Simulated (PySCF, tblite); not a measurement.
# CH₃Cl₂Si radical: geometry, infrared bands and EPR parameters

Wanted: the infrared bands and EPR parameters of CH₃Cl₂Si radical (`[SiH2]C(Cl)Cl`), by calculation.

The runs use tblite 0.8.0 and PySCF 2.14.0, with density-fitted response routines of our own; the level of theory stands in each step. All values are computed, except where a source is named. Atoms are numbered from 0 throughout.

### 1 The molecule as given

7 atoms, charge 0, multiplicity 2; geometry from: force field or distance geometry start.

Bonds of the start (Å): Si0–C1 1.85, C1–Cl2 1.76, C1–Cl3 1.78, Si0–H4 1.48, Si0–H5 1.48, C1–H6 1.10.

### 2 Relaxing the molecule with GFN2-xTB

What the job is given:

```
{"job": {"kind": "relax", "xc": "GFN2-xTB", "basis": "xTB"}, "charge": 0, "multiplicity": 2}
Si     1.103800     0.036400     0.272400
C     -0.738700     0.092100     0.162900
Cl    -1.277300    -0.763700    -1.283200
Cl    -1.278200     1.787700     0.128800
H      1.787900     0.557500    -0.930400
H      1.613700    -1.317800     0.592800
H     -1.208000    -0.387300     1.029700
```

Run with:

```bash
$ OMP_NUM_THREADS=1 python probes_run.py task.json out
```

The driver reads the jobs from task.json and runs them one after another.

**Question.** This job is followed by: GFN2-xTB harmonic vibrations, gas phase; UKS B3LYP, pcH-1 on C Cl H Si, non-relativistic, mean-field spin-orbit, GIAO. Predict these results of the whole session: strongest single infrared mode (GFN2-xTB); zero-point energy (GFN2-xTB); g(iso) (B3LYP); ⟨S²⟩; largest a(iso) (averaged by class); potential on the surface of density 0.002 e/bohr³, 1st and 99th percentile.

The runs gave:

| quantity | value |
| --- | --- |
| strongest single infrared mode (GFN2-xTB) | 2371 cm⁻¹, 258 km/mol |
| zero-point energy (GFN2-xTB) | 20.6 kcal/mol |
| g(iso) (B3LYP) | 2.00177 |
| ⟨S²⟩ | 0.752 (exact 0.75) |
| largest a(iso) (averaged by class) | 29Si on Si0, -431.9 MHz |
| potential on the surface of density 0.002 e/bohr³, 1st and 99th percentile | -0.58 V and 1.46 V |

**Reading.** Relaxing lowered the energy by 0.109 eV in 46 steps; the close pair that moved most is Si0–C1, from 1.847 to 1.915 Å. No mode is imaginary among the 15: a minimum at this level. The strongest single mode, at 2371 cm⁻¹, moves mainly H4. Unscaled tight-binding wavenumbers are off by several per cent, some by more. Its intensities can rank the bands wrongly. Most of the unpaired spin sits on Si0 (0.95 e). The isotropic g lies 0.5 ppt below the free-electron value. These values are for one conformer; the search (at its own cheap level) found 1 more, at 1.20 kcal/mol, and measured spectra average over such forms.
